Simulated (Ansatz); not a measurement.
The system is NbCu.

```
Nb Cu
1.0
     0.00000    2.56221    2.56221
     2.56221    0.00000    2.56221
     2.56221    2.56221    0.00000
Nb Cu
1 1
Direct
  0.00000 0.00000 0.00000
  0.50000 0.50000 0.50000
```

The cell was built by a generator and needn't be a form met in nature.

| Property | Result |
| --- | --- |
| Program | Ansatz 0.2.0 |
| Task | relaxation of cell and atoms |
| Functional | PBEsol0 |
| Potentials or basis | Ansatz PAW |
| Cutoff | 420 eV (not typed: the program's choice for these potentials) |
| k mesh | 5 × 5 × 5 |
| Occupations | fermi-dirac, width 0.05 eV |
| Spin | no spin polarisation |

At the start: volume 16.82 Å³/atom.

**Question.** How do energy, volume and symmetry change on relaxing?

**Answer.** It ends after 5 steps and the volume is 15.99 Å³/atom (-4.9 %); space group Fm-3m (No. 225, to 0.05 Å).

Step by step:
| step | energy change (eV) | largest force (eV/Å) | volume (Å³) |
| --- | --- | --- | --- |
| 1 | 0.0000 | 0.0000 | 33.64 |
| 2 | -0.0359 | 0.0000 | 31.34 |
| 3 | -0.0423 | 0.0000 | 32.03 |
| 4 | -0.0424 | 0.0000 | 31.98 |
| 5 | -0.0412 | 0.0000 | 31.98 |

Final structure:
```
Nb Cu
1.0
     0.00000    2.51922    2.51922
     2.51922    0.00000    2.51922
     2.51922    2.51922    0.00000
Nb Cu
1 1
Cartesian
  0.0000 0.0000 0.0000
  2.5192 2.5192 2.5192
```

Caveat: the k mesh is coarse (spacing up to 0.42 Å⁻¹), so the values aren't converged, least of all with exact exchange; the plane-wave basis is chosen anew once the cell has moved, so the energies of steps on either side of that aren't comparable; the PAW data sets come from PBE, with cores solved anew for the run's functional, which leaves a small shift of forces and pressure.
